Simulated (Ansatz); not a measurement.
# CH8GeOSi: one species, many methods

How much do the methods differ for CH8GeOSi? The plan is to run it at one geometry with functionals of several rungs and with coupled cluster, and see how far each lands from CCSD(T) at the basis-set limit for the atomisation energy.

Method: functionals in def2-TZVPP, the program's frozen cores in correlated methods; program: Ansatz 0.2.0, Gaussian basis.

Plan: LDA (SPW92), PBE-D4, revPBE-D4, BLYP-D4, r2SCAN-D4, B97M-V, PBE0-D4, B3LYP-D4, r2SCANh-D4, r2SCAN0-D4, HSE06-D4, BHLYP-D4, CAM-B3LYP-D4, LC-ωPBE, ωB97X-V, ωB97M-V, B2PLYP, PBE-QIDH; CCSD(T)/def2-SVP; CCSD(T)/def2-TZVPP; MP2/def2-QZVPP; extrapolation to the limit; RPA on PBE.

**1. Structure used throughout**

The geometry comes from an earlier relaxation with PBE0-D4 in a triple-zeta def2 set; it is a stationary point, not always the lowest conformer.

SMILES `C[SiH2][O][GeH3]`, 12 atoms, charge 0, spin multiplicity 1.

Atoms are counted from 1 here; the program's logs count them from 0.

Bond lengths: C1–Si2 1.858 Å, C1–H5 1.092 Å, C1–H6 1.093 Å, C1–H7 1.092 Å, Si2–O3 1.638 Å, Si2–H8 1.493 Å, Si2–H9 1.493 Å, O3–Ge4 1.774 Å, Ge4–H10 1.533 Å, Ge4–H11 1.538 Å, Ge4–H12 1.538 Å. Angles: Si2–C1–H5 110.8°, Si2–C1–H6 110.4°, Si2–C1–H7 110.8°, H5–C1–H6 108.2°, H5–C1–H7 108.3°, H6–C1–H7 108.2°, C1–Si2–O3 108.9°, C1–Si2–H8 110.4°, C1–Si2–H9 110.4°, O3–Si2–H8 109.9°, O3–Si2–H9 109.9°, H8–Si2–H9 107.3°, Si2–O3–Ge4 133.9°, O3–Ge4–H10 105.6°, O3–Ge4–H11 108.6°, O3–Ge4–H12 108.6°, H10–Ge4–H11 111.5°, H10–Ge4–H12 111.5° and more.

Coordinates:

| atom | x (Å) | y (Å) | z (Å) |
| --- | --- | --- | --- |
| C1 | 0.5789 | 1.9225 | -1.0019 |
| Si2 | 0.7895 | 0.3443 | -0.0450 |
| O3 | -0.6684 | -0.3890 | 0.0963 |
| Ge4 | -1.2187 | -1.8936 | 0.8573 |
| H5 | 0.1838 | 1.7211 | -2.0002 |
| H6 | 1.5397 | 2.4329 | -1.1109 |
| H7 | -0.1105 | 2.5976 | -0.4900 |
| H8 | 1.3496 | 0.6284 | 1.3094 |
| H9 | 1.7494 | -0.5622 | -0.7419 |
| H10 | -2.7279 | -1.9590 | 0.5970 |
| H11 | -0.9075 | -1.8249 | 2.3621 |
| H12 | -0.4808 | -3.0734 | 0.2019 |

**2. LDA**

This LDA is Slater exchange with PW92 correlation.

File in.yaml:

```yaml
crystal:
  periodic: [false, false, false]
  atoms:
    - {symbol: C, position_ang: [0.578903, 1.922496, -1.001949]}
    - {symbol: Si, position_ang: [0.789529, 0.344320, -0.045035]}
    - {symbol: O, position_ang: [-0.668411, -0.388969, 0.096322]}
    - {symbol: Ge, position_ang: [-1.218720, -1.893609, 0.857274]}
    - {symbol: H, position_ang: [0.183764, 1.721115, -2.000211]}
    - {symbol: H, position_ang: [1.539734, 2.432908, -1.110909]}
    - {symbol: H, position_ang: [-0.110550, 2.597587, -0.489968]}
    - {symbol: H, position_ang: [1.349616, 0.628405, 1.309360]}
    - {symbol: H, position_ang: [1.749438, -0.562194, -0.741921]}
    - {symbol: H, position_ang: [-2.727854, -1.958971, 0.596970]}
    - {symbol: H, position_ang: [-0.907494, -1.824855, 2.362105]}
    - {symbol: H, position_ang: [-0.480756, -3.073435, 0.201863]}
basis:
  gaussian: {orbitals: def2-TZVPP}
hamiltonian: {xc: lda}
output: {orbitals: {seedname: orbitals}}
```

Further steps of the session: PBE-D4 (GGA); revPBE-D4 (GGA); BLYP-D4 (GGA); r2SCAN-D4 (meta-GGA); B97M-V (meta-GGA); PBE0-D4 (hybrid); B3LYP-D4 (hybrid); r2SCANh-D4 (hybrid); r2SCAN0-D4 (hybrid); HSE06-D4 (hybrid); BHLYP-D4 (hybrid); CAM-B3LYP-D4 (range-separated); LC-ωPBE-D4 (range-separated); ωB97X-V (range-separated); ωB97M-V (range-separated); B2PLYP (double hybrid); PBE-QIDH (double hybrid); CCSD(T) in def2-SVP; CCSD(T) in def2-TZVPP; MP2 in def2-QZVPP; RPA on PBE orbitals.

Before running them: what should the planned runs give, taken together? Wanted: atomisation energy, CCSD(T)/CBS; farthest beyond LDA; mean size of error, GGA; mean size of error, meta-GGA; mean size of error, hybrid; mean size of error, range-separated; mean size of error, double hybrid; gap, smallest and largest; T1 diagnostic.

The runs gave:

| quantity | value |
| --- | --- |
| atomisation energy, CCSD(T)/CBS | 963.3 kcal/mol |
| functionals within 9.6 kcal/mol (1.0 %) | PBE-D4, r2SCAN-D4, B97M-V, B3LYP-D4, r2SCANh-D4, CAM-B3LYP-D4, ωB97X-V, ωB97M-V |
| farthest beyond LDA | revPBE-D4 (-26.9 kcal/mol) |
| mean size of error, GGA | 17.0 kcal/mol |
| mean size of error, meta-GGA | 3.3 kcal/mol |
| mean size of error, hybrid | 13.8 kcal/mol |
| mean size of error, range-separated | 5.1 kcal/mol |
| mean size of error, double hybrid | 14.6 kcal/mol |
| gap, smallest and largest | 5.75 eV (LDA (SPW92)), 13.26 eV (LC-ωPBE) |
| T1 diagnostic | 0.0113 |
| triples share of the correlation energy | 3.4 % |

In words: The LDA atomisation energy is off by 108.4 kcal/mol (11 %): it overbinds. PBE-D4 misses by -8.7 kcal/mol. Double hybrids carry the basis error of their MP2 part in triple zeta, and no dispersion term here, so their miss is partly the set-up's. The rungs meta-GGA, range-separated miss on average by less than the doubt on the reference (9.6 kcal/mol), so they tie. Misses under about 9.6 kcal/mol are within the doubt on the reference itself, which lacks core-valence correlation, relativity and higher excitations, and its outer-core shells are covered unevenly. Hartree-Fock recovers 75 % of the binding; the rest is correlation. CCSD(T) in def2-SVP is off by -61.0 kcal/mol, worse than the median functional, from the basis alone. Orbital gaps span 5.8 to 13.3 eV; exact exchange widens them. Correlated methods include outer-core shells of Ge, which these sets cover unevenly.
